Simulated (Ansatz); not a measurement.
# YLuN2: the cost of one run

Method: DFT PBE, scalar-relativistic, plane waves, PAW, in Ansatz 0.2.0.

1 further run of the same task is left out (it didn't finish).

### 1 The structure to begin with

It takes space group P-6m2 (No. 187, hexagonal). The conventional cell has a = 5.509 Å, b = 5.509 Å, c = 5.661 Å, α = 90.00°, β = 90.00°, γ = 120.00°. Y (site symmetry -6m2) is surrounded by 2 N at 2.24 Å. Around Lu (site symmetry -6m2) lie 3 Y at 3.18 Å. N (site symmetry 3m) is surrounded by 1 N at 1.18 Å.

Structure file:

```
Y Lu N
1.0
     5.50863    0.00000    0.00000
    -2.75432    4.77062    0.00000
     0.00000    0.00000    5.66107
Y Lu N
1 1 2
Direct
  0.00000 0.00000 0.50000
  0.33333 0.66667 0.50000
  0.00000 0.00000 0.10430
  0.00000 0.00000 0.89570
```

It is the end of an earlier relaxation with the same method, from a generated guess; it is a trial structure. At a tolerance of 0.05 Å it has space group P-6m2 (No. 187); it has 37.19 Å³/atom, an uncorrected energy of +0.80 eV/atom over the elements.

### 2 Static run: bands, density of states and charges

input.yaml

```yaml
crystal:
  lattice:
    - [5.5086333647, 0.0, 0.0]
    - [-2.7543166824, 4.7706164339, 0.0]
    - [0.0, 0.0, 5.6610739497]
  atoms:
    - { symbol: "Y", position: [0.0, 0.0, 0.5] }
    - { symbol: Lu, position: [0.3333333333, 0.6666666667, 0.5] }
    - { symbol: "N", position: [0.0, 0.0, 0.1043027911] }
    - { symbol: "N", position: [0.0, 0.0, 0.8956972089] }
basis:
  ecutwfc: 420
kpoints:
  mp_grid: { grid: [12, 12, 8] }
  band_path:
    path:
      - [[0.0, 0.0, 0.0], [0.5, 0.0, 0.0], [0.33333333, 0.33333333, 0.0], [0.0, 0.0, 0.0], [0.0, 0.0, 0.5], [0.5, 0.0, 0.5], [0.33333333, 0.33333333, 0.5], [0.0, 0.0, 0.5]]
      - [[0.5, 0.0, 0.5], [0.5, 0.0, 0.0]]
      - [[0.33333333, 0.33333333, 0.5], [0.33333333, 0.33333333, 0.0]]
    npoints: 14
hamiltonian:
  xc: pbe
scf:
  occupations: { method: gaussian, width: 0.1 }
  n_extra_bands: 10
output:
  forces: true
  stress: true
  eigenvalues: true
  populations: true
  dos: { projected: true, de: 0.02, nscf_kmesh: { grid: [15, 15, 10] } }
  bader: true
```

On the command line:

```bash
> ansatz run input.yaml --threads 1 --pin off --max-ram 2560MiB --backend cpu --events-out ev --progress --plain --runs-dir out
```

What time and memory should one allow on 1 thread of Arm Neoverse V1, shared host?

About 3.1 min, with a peak of 0.79 GiB.
